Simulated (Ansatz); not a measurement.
# AsH4N, SMILES N[AsH2]: a saddle search for pyramidal inversion

Run with Ansatz's Python interface.

`run_ts.py`:
```python
# -*- coding: utf-8 -*-
import itertools

import ansatz as az
from ase.data import atomic_numbers, covalent_radii
import numpy as np


def main():
    molecule = (
        az.Crystal.molecule()
        .atom("N", (-0.3074, -0.9787, -0.0652))
        .atom("As", (-0.6082, 0.9493, -0.133))
        .atom("H", (0.6386, -1.1101, -0.1585))
        .atom("H", (-0.5805, -1.2385, 0.8692))
        .atom("H", (0.3141, 1.0925, -1.4086))
        .atom("H", (0.5854, 1.2216, 0.85))
    )

    calculation = (
        molecule.calculation()
        .basis(gaussian="def2-SVP")
        .functional("b3lyp")
    )
    symbols = [site.symbol for site in molecule.cartesian_sites]
    start = np.array([site.position_ang for site in molecule.cartesian_sites], dtype=float)
    report = calculation.relax(force_tolerance=0.005).run(threads=1, backend="cpu").report
    end = np.array(report["positions_ang"])

    a, b, d = end[[1, 2, 3]]
    normal = np.cross(b - a, d - a)
    normal /= np.linalg.norm(normal)
    flat = end.copy()
    flat[0] -= 0.8 * ((end[0] - a) @ normal) * normal
    guess = np.zeros_like(flat)
    guess[0] = normal
    near = az.Crystal.molecule()
    for symbol, place in zip(symbols, flat):
        near = near.atom(symbol, place.tolist())
    search = near.calculation()
    search = search.basis(gaussian="def2-SVP")
    search = search.functional("b3lyp").saddle(mode_guess=guess.tolist(), force_tolerance=0.01, max_steps=40)
    steps = []
    top = search.session().plan().execute(on_event=lambda e: steps.append(e["data"]) if e["event"] == "saddle_step" else None).report
    for s in steps:
        print(f"step {s['step']:2d}  E = {s['lagrangian_ev']:.5f} eV  force {s['allowed_force_max_ev_ang']:.4f} eV/A  curvature {s['curvature_ev_ang2']:.3f} eV/A^2")
    print(f"minimum {report['free_energy_ev']:.5f} eV, saddle {top['free_energy_ev']:.5f} eV")
    print(f"electronic barrier {23.060548 * (top['free_energy_ev'] - report['free_energy_ev']):.2f} kcal/mol")
    saddle = np.array(top["positions_ang"])
    radius = [covalent_radii[atomic_numbers[s]] for s in symbols]
    span = lambda where, i, j: np.linalg.norm(where[i] - where[j])
    bonded = [(i, j) for i, j in itertools.combinations(range(len(symbols)), 2) if min(span(end, i, j), span(saddle, i, j)) < 1.2 * (radius[i] + radius[j])]
    print("pair        before    after (A)")
    for i, j in bonded:
        print(f"{symbols[i]}{i}-{symbols[j]}{j}".ljust(10), f"{span(end, i, j):8.4f} {span(saddle, i, j):8.4f}")
    for first, second in list(itertools.combinations(bonded, 2)):
        shared = set(first) & set(second)
        if shared and symbols[(j := shared.pop())] != "H":
            i, k = sorted((set(first) | set(second)) - {j})
            u, v = saddle[i] - saddle[j], saddle[k] - saddle[j]
            angle = np.degrees(np.arccos(np.clip(u @ v / np.linalg.norm(u) / np.linalg.norm(v), -1, 1)))
            print(f"final angle {symbols[i]}{i}-{symbols[j]}{j}-{symbols[k]}{k}: {angle:.2f} deg")


if __name__ == "__main__":
    main()
```

Output of `python run_ts.py`:
```text
step  1  E = -62388.32980 eV  force 2.9123 eV/A  curvature -10.275 eV/A^2
step  2  E = -62388.54364 eV  force 0.3404 eV/A  curvature -2.457 eV/A^2
step  3  E = -62388.55079 eV  force 0.2158 eV/A  curvature -1.482 eV/A^2
step  4  E = -62388.55127 eV  force 0.1243 eV/A  curvature -1.762 eV/A^2
step  5  E = -62388.55225 eV  force 0.0472 eV/A  curvature -2.176 eV/A^2
step  6  E = -62388.55348 eV  force 0.0538 eV/A  curvature -2.319 eV/A^2
step  7  E = -62388.55412 eV  force 0.2964 eV/A  curvature -2.452 eV/A^2
step  8  E = -62388.55500 eV  force 0.0382 eV/A  curvature -2.365 eV/A^2
step  9  E = -62388.55467 eV  force 0.0268 eV/A  curvature -2.488 eV/A^2
step 10  E = -62388.55471 eV  force 0.0173 eV/A  curvature -2.462 eV/A^2
step 11  E = -62388.55469 eV  force 0.0353 eV/A  curvature -2.399 eV/A^2
step 12  E = -62388.55471 eV  force 0.0078 eV/A  curvature -2.443 eV/A^2
step 13  E = -62388.55471 eV  force 0.0004 eV/A  curvature -2.443 eV/A^2
minimum -62388.63022 eV, saddle -62388.55491 eV
electronic barrier 1.74 kcal/mol
pair        before    after (A)
N0-As1       1.8675   1.8275
N0-H2        1.0191   1.0117
N0-H3        1.0191   1.0104
As1-H4       1.5316   1.5412
As1-H5       1.5474   1.5411
final angle As1-N0-H2: 125.61 deg
final angle As1-N0-H3: 118.76 deg
final angle N0-As1-H4: 99.57 deg
final angle N0-As1-H5: 99.56 deg
final angle H2-N0-H3: 115.63 deg
final angle H4-As1-H5: 90.77 deg
```

Total energies depend on the basis set; only differences at equal settings carry meaning. The energies are electronic: no zero-point or thermal terms, and the basis set is short of its limit. No separate frequency run checks the order of the saddle point. b3lyp holds the VWN-RPA fit, as in Gaussian; the form of ORCA and Turbomole is b3lyp5. Timing: 2 min on 1 thread of Arm Neoverse V1 (shared host), peak memory 0.2 GiB.
